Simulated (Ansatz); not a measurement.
The system is NiMoIrPdW.

```
Ni Mo Pd Ir W
1.0
     2.76616    0.00000    0.00000
    -1.38308    2.39557    0.00000
     0.00000    0.00000   11.02292
Ni Mo Pd Ir W
1 1 1 1 1
Direct
  0.33333 0.66667 0.59712
  0.00000 0.00000 0.41074
  0.66667 0.33333 0.79520
  0.66667 0.33333 0.19960
  0.33333 0.66667 0.99734
```

The cell was built by a generator and needn't be a form met in nature.

Base run:

* Program: Ansatz 0.2.0
* Functional: LDA
* Potentials or basis: Ansatz PAW
* Cutoff: 420 eV
* Density cutoff: 1680 eV
* k mesh: 11 × 11 × 3
* Occupations: fermi-dirac, width 0.05 eV
* Spin: collinear spin, ferromagnetic start
* Starting moments: [1.0, 1.0, 0.0, 0.6, 0.0] μB

Its results: band gap on the k mesh none (metal or under the smearing width); pressure -14.4 GPa; net moment 0.00 μB per cell; largest force 0.161 eV/Å.

Question: The run is repeated on the same cell with these changes: functional from LDA to PBEsol. What comes out?

Answer: Band gap on the k mesh none (metal or under the smearing width); pressure -9.0 GPa; net moment 0.00 μB per cell; largest force 0.170 eV/Å.

PBEsol binds less tightly than LDA, so the same cell stands under more pressure.

Caveats: the PAW data sets come from PBE, with cores solved anew for the run's functional, which leaves a small shift of forces and pressure.

Not every run made on this cell is shown here.
